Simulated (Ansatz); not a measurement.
# ZnPtC6N6: a short molecular-dynamics run

Aim: set ZnPtC6N6 (a distorted structure, 14 atoms, not relaxed) in motion for 20 steps of 3 fs under a Nosé-Hoover thermostat at 900 K, and see how temperature, energy and positions respond.

Method: DFT LDA, plane waves, PAW, scalar-relativistic, no spin polarisation, in Ansatz 0.2.0.

## Step 1: The structure to begin with

The cell holds 14 atoms (C6N6PtZn): a = 7.523 Å, b = 7.538 Å, c = 7.474 Å, α = 60.42°, β = 60.54°, γ = 60.70°.

Coordinates:

```cif
data_structure
_symmetry_space_group_name_H-M 'P 1'
_symmetry_Int_Tables_number 1
_cell_length_a 7.5229
_cell_length_b 7.5375
_cell_length_c 7.4743
_cell_angle_alpha 60.425
_cell_angle_beta 60.543
_cell_angle_gamma 60.698
_cell_volume 303.45
loop_
_atom_site_label
_atom_site_type_symbol
_atom_site_fract_x
_atom_site_fract_y
_atom_site_fract_z
_atom_site_occupancy
Zn1 Zn 0.50577 0.49995 0.49146 1
Pt1 Pt 0.99704 0.99232 0.99912 1
C1 C 0.20664 0.18632 0.80390 1
C2 C 0.80828 0.80991 0.18921 1
C3 C 0.80095 0.20281 0.18703 1
C4 C 0.20791 0.81705 0.80054 1
C5 C 0.19032 0.79779 0.19705 1
C6 C 0.79854 0.20782 0.81778 1
N1 N 0.30674 0.30367 0.68541 1
N2 N 0.68705 0.70677 0.30294 1
N3 N 0.70338 0.32699 0.27929 1
N4 N 0.29734 0.68699 0.71215 1
N5 N 0.28946 0.71329 0.29659 1
N6 N 0.69267 0.29054 0.70784 1
```

## Step 2: Dynamics

input.yaml

```yaml
crystal:
  lattice:
    - [-0.05588047, 5.31455179, 5.32411531]
    - [5.33216095, -0.05896735, 5.32720219]
    - [5.29238655, 5.27786427, -0.01919295]
  atoms:
    - { symbol: Zn, position: [0.50577056, 0.49995176, 0.49145563] }
    - { symbol: Pt, position: [0.99704093, 0.99232184, 0.99912451] }
    - { symbol: C, position: [0.20663942, 0.18632304, 0.80389888] }
    - { symbol: C, position: [0.80827545, 0.8099075, 0.18920995] }
    - { symbol: C, position: [0.8009538, 0.20281124, 0.18703154] }
    - { symbol: C, position: [0.20791125, 0.81704958, 0.80053944] }
    - { symbol: C, position: [0.19031505, 0.79779345, 0.197053] }
    - { symbol: C, position: [0.79854279, 0.20782049, 0.81778] }
    - { symbol: "N", position: [0.30674054, 0.30367376, 0.68541219] }
    - { symbol: "N", position: [0.68704688, 0.70677328, 0.30294163] }
    - { symbol: "N", position: [0.70338348, 0.32699212, 0.27928664] }
    - { symbol: "N", position: [0.29733999, 0.68699306, 0.71214688] }
    - { symbol: "N", position: [0.28946331, 0.7132902, 0.2965907] }
    - { symbol: "N", position: [0.69266756, 0.29053582, 0.70783622] }
kpoints:
  mp_grid: { grid: [3, 3, 3] }
magnetization:
  spin_polarized: false
scf:
  occupations: { method: cold, width: 0.15 }
hamiltonian:
  pseudopotentials: { kind: paw }
  xc: lda
basis:
  ecutwfc: 420
md:
  timestep: 3.0
  n_steps: 20
  ensemble: nvt_nose_hoover
  temperature: 900.0
  initial_velocities: maxwell_boltzmann
  seed: 308376
```

Launch:

```
ansatz run input.yaml --threads 2 --pin off --max-ram 2560MiB --backend cpu --events-out ev --progress --plain --runs-dir out
```

What it wrote:

```text
Warning: md: disabling space-group detection — thermal motion breaks the input geometry's symmetry, so no spatial operation reduces the k-mesh or symmetrises the density; time reversal is kept, so that k and −k are solved as one point where they differ and the mesh holds both, and exact exchange and, on two spinor components, a DFT+U term hold to it where the run has them: on two components no moment then forms, and a state that bears one, which a typed moment (crystal.atoms[].spin; refused beside efield: under a hybrid functional) reaches, can lie lower, under hf by electronvolts; crystal.symmetry.detect: false (a key that needs symmetry detection or time reversal refuses this as the deck is read) with time_reversal: false beside it drops time reversal too
Warning: RAYON_NUM_THREADS=2 ignored (pool sized by the plan → 2); use --threads N
Engine: ansatz 0.2.0, x86_64-unknown-linux-gnu
Pseudopotentials: kind: paw
Pseudopotential: Zn, paw, valence charge 12, recommended cutoff 420 eV (normal), Zn.paw.azcp
Pseudopotential: Pt, paw, valence charge 18, recommended cutoff 420 eV (normal), Pt.paw.azcp
Pseudopotential: C, paw, valence charge 4, recommended cutoff 420 eV (normal), C.paw.azcp
Pseudopotential: N, paw, valence charge 5, recommended cutoff 420 eV (normal), N.paw.azcp
Functional definition: SPW92
  exchange = slater_x
  correlation = pw_c
Crystal: 14 atoms, lattice volume = 303.446 Å³
Basis set: ecut = 420 eV, 5933 PW (Γ)
Bands: 56, of which v1, the nominal top of the filled ones, is band 42 counted from 1 (41 counted from 0)
Symmetry: 1 space group operations
k-points: 14 of 27 (time reversal used)
Non-local potential: Zn, projectors of the file, l = 0: 2, l = 1: 2, l = 2: 3, l = 3: 1
Non-local potential: Pt, projectors of the file, l = 0: 3, l = 1: 2, l = 2: 2, l = 3: 1
Non-local potential: C, projectors of the file, l = 0: 2, l = 1: 2, l = 2: 1
Non-local potential: N, projectors of the file, l = 0: 2, l = 1: 2, l = 2: 1
PAW form: soft (Blöchl's): semilocal exchange-correlation on the pseudo side does not see the compensation charge
PAW frozen core: Zn, regenerated for the run's functional, and the local potential with it (the file was generated under x = pbe(κ = 0.804, μ = 0.2195149727645171), c = pbe(β = 0.06672455060314922))
PAW frozen core: Pt, regenerated for the run's functional, and the local potential with it (the file was generated under x = pbe(κ = 0.804, μ = 0.2195149727645171), c = pbe(β = 0.06672455060314922))
PAW frozen core: C, regenerated for the run's functional, and the local potential with it (the file was generated under x = pbe(κ = 0.804, μ = 0.2195149727645171), c = pbe(β = 0.06672455060314922))
PAW frozen core: N, regenerated for the run's functional, and the local potential with it (the file was generated under x = pbe(κ = 0.804, μ = 0.2195149727645171), c = pbe(β = 0.06672455060314922))
PAW one-centre angular grid: Zn, 590 points (default); XC on 64 Gauss nodes
PAW one-centre angular grid: Pt, 590 points (default); XC on 64 Gauss nodes
PAW one-centre angular grid: C, 110 points (default); XC on 64 Gauss nodes
PAW one-centre angular grid: N, 110 points (default); XC on 64 Gauss nodes
Initial density: superposition of atomic densities (neutral atoms: chi_scale 0, normalization atom), corrected by the library's trained network
Initial wavefunctions: pseudopotential atomic-orbital guess
Functional: x = slater, c = lda
SCF iter   1: F=—  HF=-19184.401547 eV  |F-HF|=—  |Δ(HF+E_count)|=         —  Δρ=7.20e-3  dr2=1.42e-1  ethr=1.77e-3  ⟨swp⟩=5.9  Hψ=3121  notcnv=0
preconditioner: auto → Resta (q_TF=auto, 2.203 Å⁻¹)  ε∞=3.7  [insulator: Δε(μ)=4.282 eV  Ē_g=11.398 eV  σ=0.150 eV  W_gap=1.00  n_scr=58 (ndim 8)  ℏωp=18.6 eV  f_vac=0.384  D(μ)=-0.00/eV (n_scr^D=0)  ε∞_Penn≈3.7  vacuum switching on, ρ_ref=9.4e-3 e/Å³]
SCF iter   2: F=—  HF=-19184.372014 eV  |F-HF|=—  |Δ(HF+E_count)|=   2.95e-2  S|Δr|=    0.00e0  Δρ=3.32e-3  dr2=3.00e-2  ethr=1.69e-4  ⟨swp⟩=3.0  Hψ=1589  notcnv=0  defer=4
SCF iter   3: F=—  HF=-19184.374310 eV  |F-HF|=—  |Δ(HF+E_count)|=   2.30e-3  S|Δr|=    0.00e0  Δρ=1.83e-3  dr2=8.91e-3  ethr=3.57e-5  ⟨swp⟩=2.0  Hψ=1146  notcnv=0  defer=4
SCF iter   4: F=—  HF=-19184.374159 eV  |F-HF|=—  |Δ(HF+E_count)|=   1.51e-4  S|Δr|=    0.00e0  Δρ=4.58e-4  dr2=7.42e-4  ethr=1.06e-5  ⟨swp⟩=2.0  Hψ=1242  notcnv=0  defer=33
SCF iter   5: F=—  HF=-19184.374390 eV  |F-HF|=—  |Δ(HF+E_count)|=   2.31e-4  S|Δr|=    0.00e0  Δρ=2.98e-4  dr2=4.38e-4  ethr=8.84e-7  ⟨swp⟩=2.0  Hψ=1228  notcnv=0  defer=51
SCF iter   6: F=—  HF=-19184.374370 eV  |F-HF|=—  |Δ(HF+E_count)|=   2.01e-5  S|Δr|=    0.00e0  Δρ=1.25e-4  dr2=5.66e-5  ethr=5.21e-7  ⟨swp⟩=2.0  Hψ=978  notcnv=0  defer=51
SCF iter   7: F=—  HF=-19184.374392 eV  |F-HF|=—  |Δ(HF+E_count)|=   2.22e-5  S|Δr|=    0.00e0  Δρ=9.21e-5  dr2=2.72e-5  ethr=6.74e-8  ⟨swp⟩=2.0  Hψ=1215  notcnv=0  defer=51
SCF iter   8: F=—  HF=-19184.374383 eV  |F-HF|=—  |Δ(HF+E_count)|=   9.14e-6  S|Δr|=    0.00e0  Δρ=1.50e-5  dr2=6.33e-7  ethr=3.24e-8  ⟨swp⟩=2.0  Hψ=1085  notcnv=0  defer=51
SCF iter   9: F=—  HF=-19184.374278 eV  |F-HF|=—  |Δ(HF+E_count)|=   1.05e-4  S|Δr|=    0.00e0  Δρ=6.67e-6  dr2=1.36e-7  ethr=7.54e-10  ⟨swp⟩=2.0  Hψ=1192  notcnv=0  defer=51
SCF iter  10: F=—  HF=-19184.374278 eV  |F-HF|=—  |Δ(HF+E_count)|=  8.51e-10  S|Δr|=    0.00e0  Δρ=3.71e-6  dr2=3.81e-8  ethr=1.62e-10  ⟨swp⟩=2.0  Hψ=1229  notcnv=0  defer=51
SCF iter  11: F=-19184.374278 eV  HF=-19184.374278 eV  |F-HF|=8.62e-10  |Δ(HF+E_count)|=   3.86e-9  S|Δr|=    0.00e0  Δρ=1.29e-6  dr2=4.26e-9  ethr=1.67e-11  ⟨swp⟩=4.0  Hψ=2464  notcnv=0
SCF 1 converged in 11 iterations: F = -19184.374278 eV  dr2 = 4.26e-9
md step     0: t =     0.00 fs  T =   900.0 K  F+E_penalty+E_count = -19184.37427825 eV  E_kin = 1.512342 eV  conserved = -19182.86193626 eV  (11 SCF iters)
Initial density: handed on by an earlier stage of this run
Initial wavefunctions: those handed on with the density
iter 1 solved again at ethr=6.23e-4 eV; its pass at ethr=3.10e-3 eV (dr2=5.24e-1 eV) is discarded
SCF iter   1: F=—  HF=-19184.613085 eV  |F-HF|=—  |Δ(HF+E_count)|=         —  Δρ=1.54e-2  dr2=5.28e-1  ethr=6.23e-4  ⟨swp⟩=1.3  Hψ=4253  notcnv=0
preconditioner: auto → Resta (q_TF=auto, 2.203 Å⁻¹)  ε∞=3.7  [insulator: Δε(μ)=4.058 eV  Ē_g=11.330 eV  σ=0.150 eV  W_gap=1.00  n_scr=58 (ndim 8)  ℏωp=18.6 eV  f_vac=0.382  D(μ)=-0.00/eV (n_scr^D=0)  ε∞_Penn≈3.7  vacuum switching on, ρ_ref=9.3e-3 e/Å³]
SCF iter   2: F=—  HF=-19184.459835 eV  |F-HF|=—  |Δ(HF+E_count)|=   1.53e-1  S|Δr|=    0.00e0  Δρ=6.09e-3  dr2=6.23e-2  ethr=6.23e-4  ⟨swp⟩=2.0  Hψ=1512  notcnv=0
SCF iter   3: F=—  HF=-19184.446795 eV  |F-HF|=—  |Δ(HF+E_count)|=   1.30e-2  S|Δr|=    0.00e0  Δρ=2.88e-3  dr2=2.24e-2  ethr=7.41e-5  ⟨swp⟩=2.0  Hψ=1440  notcnv=0
SCF iter   4: F=—  HF=-19184.442635 eV  |F-HF|=—  |Δ(HF+E_count)|=   4.16e-3  S|Δr|=    0.00e0  Δρ=9.17e-4  dr2=1.65e-3  ethr=2.67e-5  ⟨swp⟩=2.0  Hψ=1122  notcnv=0
SCF iter   5: F=—  HF=-19184.442425 eV  |F-HF|=—  |Δ(HF+E_count)|=   2.10e-4  S|Δr|=    0.00e0  Δρ=3.31e-4  dr2=3.90e-4  ethr=1.97e-6  ⟨swp⟩=2.0  Hψ=1179  notcnv=0
```

## Step 3: More of the same log

The log, continued:

```text
SCF iter   6: F=—  HF=-19184.442375 eV  |F-HF|=—  |Δ(HF+E_count)|=   5.05e-5  S|Δr|=    0.00e0  Δρ=1.02e-4  dr2=3.28e-5  ethr=4.64e-7  ⟨swp⟩=2.0  Hψ=1115  notcnv=0
SCF iter   7: F=—  HF=-19184.442384 eV  |F-HF|=—  |Δ(HF+E_count)|=   8.71e-6  S|Δr|=    0.00e0  Δρ=5.53e-5  dr2=1.35e-5  ethr=3.90e-8  ⟨swp⟩=2.0  Hψ=1126  notcnv=0
SCF iter   8: F=—  HF=-19184.442278 eV  |F-HF|=—  |Δ(HF+E_count)|=   1.05e-4  S|Δr|=    0.00e0  Δρ=1.57e-5  dr2=7.27e-7  ethr=1.61e-8  ⟨swp⟩=2.0  Hψ=1157  notcnv=0
SCF iter   9: F=—  HF=-19184.442279 eV  |F-HF|=—  |Δ(HF+E_count)|=   1.96e-7  S|Δr|=    0.00e0  Δρ=6.74e-6  dr2=1.41e-7  ethr=8.66e-10  ⟨swp⟩=2.0  Hψ=1156  notcnv=0
SCF iter  10: F=—  HF=-19184.442279 eV  |F-HF|=—  |Δ(HF+E_count)|=   1.02e-9  S|Δr|=    0.00e0  Δρ=2.96e-6  dr2=2.62e-8  ethr=1.68e-10  ⟨swp⟩=2.0  Hψ=1136  notcnv=0
SCF iter  11: F=-19184.442279 eV  HF=-19184.442279 eV  |F-HF|=1.17e-9  |Δ(HF+E_count)|=   2.81e-9  S|Δr|=    0.00e0  Δρ=8.88e-7  dr2=2.62e-9  ethr=1.67e-11  ⟨swp⟩=4.0  Hψ=2450  notcnv=0
SCF 2 converged in 11 iterations: F = -19184.442279 eV  dr2 = 2.62e-9
md step     1: t =     3.00 fs  T =   842.0 K  F+E_penalty+E_count = -19184.44227869 eV  E_kin = 1.414820 eV  conserved = -19183.02747912 eV  (11 SCF iters)
iter 1 solved again at ethr=7.78e-4 eV; its pass at ethr=3.10e-3 eV (dr2=6.53e-1 eV) is discarded
SCF iter   1: F=—  HF=-19184.547483 eV  |F-HF|=—  |Δ(HF+E_count)|=         —  Δρ=1.71e-2  dr2=6.60e-1  ethr=7.78e-4  ⟨swp⟩=1.0  Hψ=4154  notcnv=0
preconditioner: auto → Resta (q_TF=auto, 2.203 Å⁻¹)  ε∞=3.8  [insulator: Δε(μ)=3.827 eV  Ē_g=11.205 eV  σ=0.150 eV  W_gap=1.00  n_scr=58 (ndim 8)  ℏωp=18.6 eV  f_vac=0.381  D(μ)=0.00/eV (n_scr^D=0)  ε∞_Penn≈3.8  vacuum switching on, ρ_ref=9.1e-3 e/Å³]
SCF iter   2: F=—  HF=-19184.358769 eV  |F-HF|=—  |Δ(HF+E_count)|=   1.89e-1  S|Δr|=    0.00e0  Δρ=7.26e-3  dr2=1.02e-1  ethr=7.78e-4  ⟨swp⟩=2.1  Hψ=1444  notcnv=0
SCF iter   3: F=—  HF=-19184.337618 eV  |F-HF|=—  |Δ(HF+E_count)|=   2.12e-2  S|Δr|=    0.00e0  Δρ=3.52e-3  dr2=3.40e-2  ethr=1.22e-4  ⟨swp⟩=2.0  Hψ=1410  notcnv=0
SCF iter   4: F=—  HF=-19184.331264 eV  |F-HF|=—  |Δ(HF+E_count)|=   6.35e-3  S|Δr|=    0.00e0  Δρ=1.00e-3  dr2=2.57e-3  ethr=4.05e-5  ⟨swp⟩=2.0  Hψ=1145  notcnv=0
SCF iter   5: F=—  HF=-19184.330965 eV  |F-HF|=—  |Δ(HF+E_count)|=   2.99e-4  S|Δr|=    0.00e0  Δρ=4.33e-4  dr2=6.93e-4  ethr=3.05e-6  ⟨swp⟩=2.0  Hψ=1217  notcnv=0
SCF iter   6: F=—  HF=-19184.330865 eV  |F-HF|=—  |Δ(HF+E_count)|=   1.00e-4  S|Δr|=    0.00e0  Δρ=1.07e-4  dr2=4.57e-5  ethr=8.25e-7  ⟨swp⟩=2.0  Hψ=855  notcnv=0
SCF iter   7: F=—  HF=-19184.330872 eV  |F-HF|=—  |Δ(HF+E_count)|=   7.81e-6  S|Δr|=    0.00e0  Δρ=9.23e-5  dr2=3.40e-5  ethr=5.44e-8  ⟨swp⟩=2.0  Hψ=1175  notcnv=0
SCF iter   8: F=—  HF=-19184.330869 eV  |F-HF|=—  |Δ(HF+E_count)|=   3.18e-6  S|Δr|=    0.00e0  Δρ=2.07e-5  dr2=1.20e-6  ethr=4.04e-8  ⟨swp⟩=2.0  Hψ=1153  notcnv=0
SCF iter   9: F=—  HF=-19184.330765 eV  |F-HF|=—  |Δ(HF+E_count)|=   1.04e-4  S|Δr|=    0.00e0  Δρ=6.66e-6  dr2=1.58e-7  ethr=1.43e-9  ⟨swp⟩=2.1  Hψ=1200  notcnv=0
SCF iter  10: F=—  HF=-19184.330765 eV  |F-HF|=—  |Δ(HF+E_count)|=   3.67e-8  S|Δr|=    0.00e0  Δρ=4.20e-6  dr2=6.88e-8  ethr=1.88e-10  ⟨swp⟩=2.0  Hψ=1200  notcnv=0
SCF iter  11: F=-19184.330765 eV  HF=-19184.330765 eV  |F-HF|=5.64e-10  |Δ(HF+E_count)|=   4.15e-9  S|Δr|=    0.00e0  Δρ=1.34e-6  dr2=7.05e-9  ethr=1.67e-11  ⟨swp⟩=3.0  Hψ=3116  notcnv=0
SCF 3 converged in 11 iterations: F = -19184.330765 eV  dr2 = 7.05e-9
md step     2: t =     6.00 fs  T =   823.7 K  F+E_penalty+E_count = -19184.33076538 eV  E_kin = 1.384178 eV  conserved = -19182.94677647 eV  (11 SCF iters)
[... from here on, the SCF cycles and remarks between the steps are left out ...]
md step     3: t =     9.00 fs  T =   751.0 K  F+E_penalty+E_count = -19184.22525362 eV  E_kin = 1.262002 eV  conserved = -19182.96381718 eV  (11 SCF iters)
md step     4: t =    12.00 fs  T =   894.0 K  F+E_penalty+E_count = -19184.46064564 eV  E_kin = 1.502260 eV  conserved = -19182.95969180 eV  (11 SCF iters)
md step     5: t =    15.00 fs  T =   764.0 K  F+E_penalty+E_count = -19184.03504078 eV  E_kin = 1.283843 eV  conserved = -19182.75335613 eV  (11 SCF iters)
md step     6: t =    18.00 fs  T =   867.8 K  F+E_penalty+E_count = -19184.46222841 eV  E_kin = 1.458191 eV  conserved = -19183.00734003 eV  (11 SCF iters)
md step     7: t =    21.00 fs  T =   780.2 K  F+E_penalty+E_count = -19184.18956224 eV  E_kin = 1.311027 eV  conserved = -19182.88314892 eV  (11 SCF iters)
md step     8: t =    24.00 fs  T =   783.6 K  F+E_penalty+E_count = -19184.27210750 eV  E_kin = 1.316790 eV  conserved = -19182.96147191 eV  (11 SCF iters)
md step     9: t =    27.00 fs  T =   879.3 K  F+E_penalty+E_count = -19184.55631224 eV  E_kin = 1.477492 eV  conserved = -19183.08692193 eV  (11 SCF iters)
md step    10: t =    30.00 fs  T =   777.7 K  F+E_penalty+E_count = -19183.99859547 eV  E_kin = 1.306849 eV  conserved = -19182.70192464 eV  (11 SCF iters)
md step    11: t =    33.00 fs  T =   900.9 K  F+E_penalty+E_count = -19184.35037621 eV  E_kin = 1.513808 eV  conserved = -19182.84914361 eV  (12 SCF iters)
md step    12: t =    36.00 fs  T =   729.8 K  F+E_penalty+E_count = -19183.96601990 eV  E_kin = 1.226418 eV  conserved = -19182.75461892 eV  (11 SCF iters)
md step    13: t =    39.00 fs  T =   797.8 K  F+E_penalty+E_count = -19184.00495519 eV  E_kin = 1.340608 eV  conserved = -19182.68204971 eV  (12 SCF iters)
md step    14: t =    42.00 fs  T =   856.7 K  F+E_penalty+E_count = -19184.47505245 eV  E_kin = 1.439624 eV  conserved = -19183.05636181 eV  (11 SCF iters)
md step    15: t =    45.00 fs  T =   683.9 K  F+E_penalty+E_count = -19183.94941992 eV  E_kin = 1.149202 eV  conserved = -19182.82437430 eV  (10 SCF iters)
md step    16: t =    48.00 fs  T =   844.7 K  F+E_penalty+E_count = -19184.21941477 eV  E_kin = 1.419367 eV  conserved = -19182.82791982 eV  (11 SCF iters)
md step    17: t =    51.00 fs  T =   598.4 K  F+E_penalty+E_count = -19183.78674005 eV  E_kin = 1.005572 eV  conserved = -19182.81283025 eV  (11 SCF iters)
md step    18: t =    54.00 fs  T =   778.7 K  F+E_penalty+E_count = -19184.01647062 eV  E_kin = 1.308455 eV  conserved = -19182.74397054 eV  (11 SCF iters)
md step    19: t =    57.00 fs  T =   708.0 K  F+E_penalty+E_count = -19183.97438878 eV  E_kin = 1.189759 eV  conserved = -19182.82565933 eV  (11 SCF iters)
iter 1 solved again at ethr=3.33e-4 eV; its pass at ethr=3.10e-3 eV (dr2=2.80e-1 eV) is discarded
SCF iter   1: F=—  HF=-19184.028019 eV  |F-HF|=—  |Δ(HF+E_count)|=         —  Δρ=1.14e-2  dr2=2.85e-1  ethr=3.33e-4  ⟨swp⟩=1.0  Hψ=4225  notcnv=0
preconditioner: auto → Resta (q_TF=auto, 2.203 Å⁻¹)  ε∞=3.6  [insulator: Δε(μ)=4.188 eV  Ē_g=11.465 eV  σ=0.150 eV  W_gap=1.00  n_scr=58 (ndim 8)  ℏωp=18.6 eV  f_vac=0.377  D(μ)=-0.00/eV (n_scr^D=0)  ε∞_Penn≈3.6  vacuum switching on, ρ_ref=9.5e-3 e/Å³]
SCF iter   2: F=—  HF=-19183.946363 eV  |F-HF|=—  |Δ(HF+E_count)|=   8.17e-2  S|Δr|=    0.00e0  Δρ=4.51e-3  dr2=3.48e-2  ethr=3.33e-4  ⟨swp⟩=2.0  Hψ=1497  notcnv=0
SCF iter   3: F=—  HF=-19183.938988 eV  |F-HF|=—  |Δ(HF+E_count)|=   7.38e-3  S|Δr|=    0.00e0  Δρ=2.11e-3  dr2=1.12e-2  ethr=4.14e-5  ⟨swp⟩=2.0  Hψ=1321  notcnv=0
SCF iter   4: F=—  HF=-19183.936966 eV  |F-HF|=—  |Δ(HF+E_count)|=   2.02e-3  S|Δr|=    0.00e0  Δρ=6.51e-4  dr2=1.11e-3  ethr=1.34e-5  ⟨swp⟩=2.0  Hψ=1268  notcnv=0
SCF iter   5: F=—  HF=-19183.936840 eV  |F-HF|=—  |Δ(HF+E_count)|=   1.26e-4  S|Δr|=    0.00e0  Δρ=2.78e-4  dr2=2.54e-4  ethr=1.33e-6  ⟨swp⟩=2.0  Hψ=1238  notcnv=0
SCF iter   6: F=—  HF=-19183.936803 eV  |F-HF|=—  |Δ(HF+E_count)|=   3.65e-5  S|Δr|=    0.00e0  Δρ=7.93e-5  dr2=1.82e-5  ethr=3.02e-7  ⟨swp⟩=2.0  Hψ=1220  notcnv=0
SCF iter   7: F=—  HF=-19183.936804 eV  |F-HF|=—  |Δ(HF+E_count)|=   9.78e-8  S|Δr|=    0.00e0  Δρ=4.40e-5  dr2=7.02e-6  ethr=2.17e-8  ⟨swp⟩=2.0  Hψ=1150  notcnv=0
SCF iter   8: F=—  HF=-19183.936690 eV  |F-HF|=—  |Δ(HF+E_count)|=   1.13e-4  S|Δr|=    0.00e0  Δρ=1.18e-5  dr2=3.78e-7  ethr=8.36e-9  ⟨swp⟩=2.0  Hψ=1141  notcnv=0
SCF iter   9: F=—  HF=-19183.936690 eV  |F-HF|=—  |Δ(HF+E_count)|=   1.20e-7  S|Δr|=    0.00e0  Δρ=5.92e-6  dr2=1.17e-7  ethr=4.50e-10  ⟨swp⟩=2.0  Hψ=1218  notcnv=0
SCF iter  10: F=-19183.936690 eV  HF=-19183.936690 eV  |F-HF|=1.40e-9  |Δ(HF+E_count)|=   1.08e-8  S|Δr|=    0.00e0  Δρ=1.88e-6  dr2=8.87e-9  ethr=1.67e-11  ⟨swp⟩=3.4  Hψ=3174  notcnv=0
SCF 21 converged in 10 iterations: F = -19183.936690 eV  dr2 = 8.87e-9
md step    20: t =    60.00 fs  T =   633.8 K  F+E_penalty+E_count = -19183.93669036 eV  E_kin = 1.065080 eV  conserved = -19182.91773783 eV  (10 SCF iters)
SCF converged after 10 iterations
Stability not checked: this state was not tested for a lower state beside it, because cold or Methfessel-Paxton smearing, or corrected tetrahedra, fill the levels in a way that the test cannot read (fill_not_monotonic; see scf.lower_state_search)
Free energy (F): -19183.936690 eV
Harris-Foulkes:  -19183.936690 eV  (|F-HF|=1.40e-9)
Internal energy: -19183.936690 eV  (E = F + TS)
E sigma→0 (E₀):  -19183.936690 eV
Fermi energy:    -0.056834 eV
Step filling:    the computed levels leave a gap of 4.2172 eV = 28.1 smearing widths at the electron count; against every level under it full and every level over it empty, smearing changes F+E_penalty+E_count by -7.93e-90 meV and its σ→0 estimate by -7.36e-86 meV
--- Per-component energies (eV) ---
  E_band       = -1061.383650
  E_kinetic    = 2042.939840
  E_local      = -11198.748836  (includes V_loc(G=0)·N_el)
  E_nonlocal   = 1292.456968
  E_hartree    = 4398.522166
  E_xc         = -1009.481926
  E_vxc        = -1129.583182  (∫ρ·V_xc dr)
  E_paw        = -12197.058049  (= ΣΔE_a)
  E_vpaw       = -865.488502  (= ΣTr[D̂ρ^β])
  E_aug_tail   = 0.000395  (compensation charges beyond the density's cutoff)
  E_ewald      = -2515.445519
  E_core_change = 2.878270  (= ΣΔE_core)
  E_smearing   = 0.000000  (= −TS)
  E_closure    = 0.000000  (closes the sum)
  Σ components = -19183.936690   (vs F -19183.936690, Δ=0.00e0)
--- Forces (eV/Å), atoms counted from 1 ---
  atom   1  Zn    -0.72634092    -0.08022299     0.15593961
  atom   2  Pt    -0.69159246     1.32244028     1.73474105
  atom   3  C      0.39095102    -1.05071367     8.19758296
  atom   4  C     -0.43482984    -0.23421299     0.67663537
  atom   5  C     -1.80916985    -0.38443133    -0.00697687
  atom   6  C      0.20844850    -0.83127602    -0.50608318
  atom   7  C      0.29453853    -8.51558627    -0.51625395
  atom   8  C      0.60787666     5.47662456    -0.49562077
  atom   9  N     -0.66048975     0.31397966    -8.98245851
  atom  10  N     -0.04863836    -0.01571193    -0.06842790
  atom  11  N      3.41743616    -0.14893720    -0.12503407
  atom  12  N      0.03172894     0.13645530     0.21198677
  atom  13  N     -0.70427147     8.01360654    -0.35710642
  atom  14  N      0.12434963    -4.00197454     0.08099582
  max |Σ_I F_I| component: 8.01e-5 eV/Å
--- MD trajectory: 20 steps, t = 0.0 → 60.0 fs ---
  final state: T = 633.8 K   F+E_penalty+E_count = -19183.93669036 eV   E_kin = 1.065080 eV
  conserved energy: peak-to-peak 4.049e-1 eV (2.892e-2 eV/atom) over 60.0 fs
```

Run time: 84 s. Hardware: 2 threads of an x86-64 CPU, shared host; peak memory 0.74 GiB.

(Part 1 of 2 ends here.)
